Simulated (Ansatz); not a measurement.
# AlClH4OSi: the cost of one run

Program: Ansatz 0.2.0, driven from Python. Level of theory: CAM-B3LYP/cc-pVDZ. These are calculated values, not measurements.

## Step 1: Starting point

Bond lengths: Si1–O2 1.708 Å, O2–Al3 1.828 Å, Al3–Cl4 2.157 Å, Si1–H5 1.509 Å, Si1–H6 1.536 Å, Si1–H7 1.448 Å, Al3–H8 1.651 Å. Angles: Si1–O2–Al3 104.2°, O2–Si1–H5 110.0°, O2–Si1–H6 107.5°, O2–Si1–H7 114.1°, H5–Si1–H6 104.8°, H5–Si1–H7 111.8°, H6–Si1–H7 108.1°, O2–Al3–Cl4 122.5°, O2–Al3–H8 118.4°, Cl4–Al3–H8 118.8°.

No structure file is read: the coordinates are typed or built in the script.

## Step 2: The script

Input file torsion_alclh4osi.py:

```python
# -*- coding: utf-8 -*-
import warnings

import ansatz as az
from ase import Atoms


def main():
    warnings.simplefilter('ignore', az.DeckWarning)

    atoms = Atoms(['Si', 'O', 'Al', 'Cl', 'H', 'H', 'H', 'H'], positions=[
        (0.0598, 1.2188, 0.1117),
        (-0.8272, -0.0237, 0.8782),
        (-0.1583, -1.563, 0.1538),
        (-0.9348, -2.422, -1.6666),
        (-0.2227, 1.2153, -1.3704),
        (-0.494, 2.5604, 0.6139),
        (1.4807, 1.1878, 0.3878),
        (1.1887, -2.2306, 0.8358),
    ])

    first = (
        az.Crystal.molecule_from_ase(atoms).calculation()
        .basis(gaussian='cc-pVDZ')
        .functional('CAM-B3LYP')
        .relax(force_tolerance=0.02, max_steps=80)
    )
    atoms.positions = first.run(threads=1).report['positions_ang']

    start = atoms.get_dihedral(0, 1, 2, 3)
    energies = {}
    for turn in range(0, 360, 30):
        turned = atoms.copy()
        turned.set_dihedral(0, 1, 2, 3, start + turn, indices=[2, 3, 7])
        model = (
            az.Crystal.molecule_from_ase(turned).calculation()
            .basis(gaussian='cc-pVDZ')
            .functional('CAM-B3LYP')
        )
        energies[round((start + turn) % 360)] = model.run(threads=1).report['free_energy_ev']
    floor = min(energies.values())
    print('dihedral Si0-O1-Al2-Cl3 (deg)   E - E(min) (kcal/mol)')
    for angle, e in sorted(energies.items()):
        print(f'{angle:8d} {23.060548 * (e - floor):14.3f}  ' + '#' * int(30 * (e - floor) / max(max(energies.values()) - floor, 1e-9)))


if __name__ == '__main__':
    main()
```

## Step 3: Launch

Command:

```bash
python torsion_alclh4osi.py
```

What time and memory should one allow on 1 thread of Arm Neoverse N1, shared host?

About 3.6 min, with a peak of 0.29 GiB.
